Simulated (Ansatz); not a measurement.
Predict the output of the script below (Ansatz 0.2.0, Python API).

`eos_lapw.py`
```python
"""E(V) of TiRh on LAPW."""

import ansatz as az
from ase.eos import EquationOfState
from ase.units import GPa
import numpy as np

vectors0 = np.array([
    [3.115202, 0.0, 0.0],
    [0.0, 3.115202, 0.0],
    [0.0, 0.0, 3.115202],
])
sites = [
    ("Ti", [0.5, 0.5, 0.5]),
    ("Rh", [0.0, 0.0, 0.0]),
]


def build(cell):
    crystal = az.Crystal(lattice=az.Lattice.of(cell))
    for symbol, position in sites:
        crystal = crystal.atom(symbol, position)
    return crystal

volumes, energies = [], []
for scale in np.linspace(0.94, 1.06, 5):
    cell = vectors0 * scale ** (1 / 3)
    job = (
        build(cell).calculation()
        .occupations("fermi_dirac", width=0.15)
        .functional("pbesol")
        .kpoints(9, 9, 9)
        .pseudopotentials("all_electron", lapw=True, basis_error=0.002)
    )
    rep = job.run().report
    volumes.append(abs(np.linalg.det(cell)) / len(sites))
    energies.append(rep["free_energy_ev"] / len(sites))
    print(f"{scale:.3f} {volumes[-1]:9.4f} A^3/atom {energies[-1]:16.5f} eV/atom  (estimated basis error {1000 * rep['lapw_basis_errors']['total_ev_per_atom']:.2f} meV/atom)")
v0, e0, bulk = EquationOfState(volumes, energies, eos="birchmurnaghan").fit()
print(f"V0 = {v0:.4f} A^3/atom, B0 = {bulk / GPa:.1f} GPa")
```

Running `python eos_lapw.py` prints:
```text
0.940   14.2088 A^3/atom     -76666.14135 eV/atom  (estimated basis error 0.39 meV/atom)
0.970   14.6622 A^3/atom     -76666.14460 eV/atom  (estimated basis error 0.40 meV/atom)
1.000   15.1157 A^3/atom     -76666.13062 eV/atom  (estimated basis error 0.43 meV/atom)
1.030   15.5692 A^3/atom     -76666.10216 eV/atom  (estimated basis error 0.40 meV/atom)
1.060   16.0227 A^3/atom     -76666.06152 eV/atom  (estimated basis error 0.41 meV/atom)
V0 = 14.5119 A^3/atom, B0 = 205.7 GPa
```

A third-order Birch-Murnaghan fit through the 5 points has its minimum at 14.51 Å³ an atom, 4.0 % below the typed cell, with a bulk modulus of 206 GPa and dB/dP = 4.6. From that minimum the energy rises by 4.2 meV an atom on the compressed side and 84.1 meV on the expanded side. The window is off centre, so dB/dP is rough.

Notes:
- All-electron totals depend on functional, relativistic treatment and basis; only differences at equal settings carry meaning.
- For a metal this k-point mesh is coarse: on a finer one energies can move by several to tens of meV an atom and pressures by half a GPa or more, differences at one mesh by less.
- The smearing is wide enough that free energy and stress hold a thermal part of the electrons.
- The structure comes from a database of computed cells and needn't be a stable or known phase.
- Finished in 30 s on 1 thread of Intel(R) Xeon(R) Processor @ 2.30GHz (shared host), peak memory 0.45 GiB.
